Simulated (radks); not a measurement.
# Exchange and kinetic functionals tested on atomic densities: Tc²⁺, Sr, Eu²⁺, Ba⁺, Xe³⁺, S⁴⁺

Aim: take each self-consistent density and evaluate many functionals on it, against the exact exchange and kinetic energies of the same orbitals. Every spin shell is full or empty, so the densities are truly spherical.

Method: non-relativistic Kohn-Sham, exchange-only PBE, spin-polarised, spherical densities, point nucleus; open shells are filled with parallel spins first. Code: radks (a radial shooting solver on a logarithmic mesh, Libxc functionals) version 1.

### Step 1. What is computed

| Quantity | Value |
| --- | --- |
| species | Tc²⁺ ([Kr] 4d5), Sr ([Kr] 5s2), Eu²⁺ ([Xe] 4f7), Ba⁺ ([Xe] 6s1), Xe³⁺ ([Kr] 4d10 5s2 5p3), S⁴⁺ ([Ne] 3s2) |

### Step 2. Tc²⁺, [Kr] 4d5

Settings of this run:

```text
Z 43
configuration [Kr] 4d5
relativity non-relativistic
functional pbe,
spin polarised
nucleus point
```

### Step 3. Sr, [Kr] 5s2

Settings of this run:

```text
Z 38
configuration [Kr] 5s2
relativity non-relativistic
functional pbe,
spin polarised
nucleus point
```

### Step 4. Eu²⁺, [Xe] 4f7

Settings of this run:

```text
Z 63
configuration [Xe] 4f7
relativity non-relativistic
functional pbe,
spin polarised
nucleus point
```

### Step 5. Ba⁺, [Xe] 6s1

Settings of this run:

```text
Z 56
configuration [Xe] 6s1
relativity non-relativistic
functional pbe,
spin polarised
nucleus point
```

### Step 6. Xe³⁺, [Kr] 4d10 5s2 5p3

Settings of this run:

```text
Z 54
configuration [Kr] 4d10 5s2 5p3
relativity non-relativistic
functional pbe,
spin polarised
nucleus point
```

### Step 7. S⁴⁺, [Ne] 3s2

Settings of this run:

```text
Z 16
configuration [Ne] 3s2
relativity non-relativistic
functional pbe,
spin polarised
nucleus point
```

Q: Predict the outcome of this session. Wanted: for each run, error in magnitude; Tc²⁺; Sr; Eu²⁺; Ba⁺; Xe³⁺; S⁴⁺.

As calculated:

| error in magnitude (%) | Tc²⁺ | Sr | Eu²⁺ | Ba⁺ | Xe³⁺ | S⁴⁺ |
| --- | --- | --- | --- | --- | --- | --- |
| exchange, LDA | -5.19 | -5.42 | -4.21 | -4.65 | -4.73 | -8.18 |
| exchange, B88 | +0.02 | +0.06 | +0.18 | +0.02 | +0.01 | +0.05 |
| exchange, PBE | -0.45 | -0.41 | -0.25 | -0.42 | -0.43 | -0.50 |
| exchange, PW91 | -0.02 | +0.02 | +0.16 | -0.01 | -0.02 | -0.08 |
| exchange, OPTX | +1.06 | +0.92 | +1.68 | +1.33 | +1.30 | +0.03 |
| exchange, EV93 | -0.19 | -0.07 | -0.29 | -0.38 | -0.34 | +1.46 |
| exchange, APBE | +0.33 | +0.42 | +0.41 | +0.28 | +0.28 | +0.68 |
| exchange, SCAN | +0.20 | +0.23 | +0.21 | +0.13 | +0.14 | +0.24 |
| exchange, MVS | +0.05 | +0.03 | +0.16 | +0.04 | +0.06 | -0.31 |
| kinetic, Thomas-Fermi | -5.53 | -5.76 | -5.02 | -5.15 | -5.19 | -7.33 |
| kinetic, von Weizsacker | -56.28 | -54.48 | -61.50 | -59.95 | -59.45 | -38.34 |
| kinetic, TF + vW | +38.18 | +39.76 | +33.48 | +34.90 | +35.36 | +54.33 |
| kinetic, TF + vW/9 | -0.67 | -0.70 | -0.74 | -0.70 | -0.69 | -0.48 |
| kinetic, TF + vW/5 | +3.21 | +3.34 | +2.68 | +2.86 | +2.92 | +5.00 |
| kinetic, APBEK | +0.14 | +0.13 | +0.03 | +0.08 | +0.10 | +0.33 |
| kinetic, Perdew 92 | -0.66 | -0.69 | -0.73 | -0.69 | -0.68 | -0.47 |
| kinetic, Pearson | -0.96 | -1.02 | -0.93 | -0.92 | -0.91 | -1.58 |
| kinetic, PG1 | +16.05 | +16.84 | +13.66 | +14.37 | +14.62 | +25.37 |

What this shows: Negative means that the magnitude is too small. For exchange the mean absolute error is least for PW91 (0.05 %) and largest for LDA (5.40 %). Among the orbital-free kinetic functionals APBEK (0.14 %) does best and von Weizsacker (55.00 %) worst. The functionals are evaluated on one density each, not self-consistently.
